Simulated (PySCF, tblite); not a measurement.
# C2H10Cl2OSi3: geometry, infrared bands and NMR shifts

Wanted: the infrared bands and NMR shifts of C2H10Cl2OSi3 (`CO[Si@H](CCl)[SiH2][SiH2]Cl`), by calculation.

Computed with tblite 0.8.0 and PySCF 2.14.0, with density-fitted response routines of our own, on a single molecule in the gas phase. Atoms are numbered from 0 throughout.

## 1. Starting geometry

18 atoms, charge 0, multiplicity 1; geometry from: force field or distance geometry start.

Bonds of the start (Å): C0–O1 1.40, O1–Si2 1.74, Si2–C3 1.86, C3–Cl4 1.75, Si2–Si5 2.19, Si5–Si6 2.21, Si6–Cl7 2.12, C0–H8 1.12, C0–H9 1.09, C0–H10 1.11, Si2–H11 1.50, C3–H12 1.13, C3–H13 1.12, Si5–H14 1.48, Si5–H15 1.50, Si6–H16 1.45, Si6–H17 1.49.

## 2. Optimising the geometry with GFN2-xTB

What the job is given:

```
{"job": {"kind": "relax", "xc": "GFN2-xTB", "basis": "xTB"}, "charge": 0, "multiplicity": 1}
C     -2.425700    -1.641500    -0.219700
O     -1.899800    -0.520000    -0.876500
Si    -0.832500     0.358300     0.173900
C     -0.659900     2.108400    -0.416800
Cl     0.950900     2.556700    -0.923200
Si     1.028200    -0.707700     0.597100
Si     2.873500     0.255200    -0.159200
Cl     4.329300    -1.281700    -0.241600
H     -3.510000    -1.495100     0.014300
H     -1.836400    -1.827400     0.679700
H     -2.387800    -2.480700    -0.949500
H     -1.581500     0.439400     1.466000
H     -0.944400     2.798100     0.435800
H     -1.423000     2.314400    -1.206400
H      0.925800    -2.111600     0.148000
H      1.197900    -0.814900     2.088200
H      2.770700     0.852500    -1.471600
H      3.415700     1.203700     0.849600
```

Run with:

```
$ OMP_NUM_THREADS=1 python probes_run.py task.json out
```

The driver reads the jobs from task.json and runs them one after another.

**Question.** This job is followed by: GFN2-xTB harmonic vibrations, gas phase; GIAO PBE0/pcSseg-1 NMR shielding, non-relativistic, gas phase. Predict these results of the whole session: strongest single infrared mode (GFN2-xTB); zero-point energy (GFN2-xTB); 13C shifts against TMS (PBE0/pcSseg-1); 1H shifts against TMS (PBE0/pcSseg-1, means over atoms taken as alike); 17O shifts against H2O (PBE0/pcSseg-1); 29Si shifts against TMS (PBE0/pcSseg-1); 35Cl shifts against HCl (PBE0/pcSseg-1).

**Answer**, as computed:

| quantity | value |
| --- | --- |
| strongest single infrared mode (GFN2-xTB) | 603 cm⁻¹, 869 km/mol |
| zero-point energy (GFN2-xTB) | 70.2 kcal/mol |
| 13C shifts against TMS (PBE0/pcSseg-1) | 53.6, 32.0 ppm |
| 1H shifts against TMS (PBE0/pcSseg-1, means over atoms taken as alike) | 5.44, 5.35, 5.23, 3.75, 3.64, 3.42, 3.29, 2.93 ppm |
| 17O shifts against H2O (PBE0/pcSseg-1) | 8.3 ppm |
| 29Si shifts against TMS (PBE0/pcSseg-1) | -6.0, -31.8, -131.9 ppm |
| 35Cl shifts against HCl (PBE0/pcSseg-1) | -26, -80 ppm |

What this shows: The optimisation took 187 steps and gained 1.032 eV; among the close pairs (by a distance rule), Si2–Si5 changed most, from 2.186 to 2.315 Å. No mode is imaginary among the 48: a minimum at this level. GFN2-xTB is a fitted tight-binding method: band positions and strengths are rough. Its intensities can rank the bands wrongly. C0 (methyl carbon bonded to O) lies farthest downfield among carbon, at 53.6 ppm; deshielded by the electronegative neighbour. At PBE0/pcSseg-1: Shielding is most anisotropic at Cl4 (span 207 ppm, paramagnetic term -172 ppm).
